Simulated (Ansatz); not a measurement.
# ZrB: the cost of one run

Method: DFT r²SCAN, scalar-relativistic, plane waves, PAW, in Ansatz 0.2.0.

1 further run of the same task is left out (set aside as unsound or not needed).

**1. The system as given**

The structure is cubic, space group Fm-3m (No. 225). Conventional cell: a = 4.911 Å, b = 4.911 Å, c = 4.911 Å, α = 90.00°, β = 90.00°, γ = 90.00°. Around Zr (site symmetry m-3m) lie 6 B at 2.46 Å. B (site symmetry m-3m) has 6 Zr at 2.46 Å as nearest neighbours.

Coordinates:

```
CELL_PARAMETERS angstrom
0.00000 2.45568 2.45568
2.45568 0.00000 2.45568
2.45568 2.45568 0.00000
ATOMIC_POSITIONS crystal
Zr 0.50000 0.50000 0.50000
B 0.00000 0.00000 0.00000
```

This cell comes from an earlier session at r²SCAN: 14.809 Å³/atom at 0.00 GPa, on a 12×12×12 mesh.

Volume factors to run: 0.980, 1.020, 0.960, 1.040, 1.070.

**2. At 0.980 of the relaxed volume**

File input.yaml:

```yaml
crystal:
  lattice:
    - [0.0, 2.4392012052, 2.4392012052]
    - [2.4392012052, 0.0, 2.4392012052]
    - [2.4392012052, 2.4392012052, 0.0]
  atoms:
    - { symbol: Zr, position: [0.5, 0.5, 0.5] }
    - { symbol: B, position: [0.0, 0.0, 0.0] }
basis:
  ecutwfc: 500
  ecutrho_ratio: 4
kpoints:
  mp_grid: { grid: [12, 12, 12] }
hamiltonian:
  xc: r2scan
scf:
  occupations: { method: gaussian, width: 0.05 }
output:
  forces: true
  stress: true
  eigenvalues: true
```

Launch:

```sh
ansatz run input.yaml --threads 2 --pin off --max-ram 2662MiB --backend cpu --events-out ev --progress --plain --runs-dir out
```

Q: Estimate wall time and peak memory on 2 threads of Arm Neoverse V2, shared host.

About 2.1 s, with a peak of 0.39 GiB.
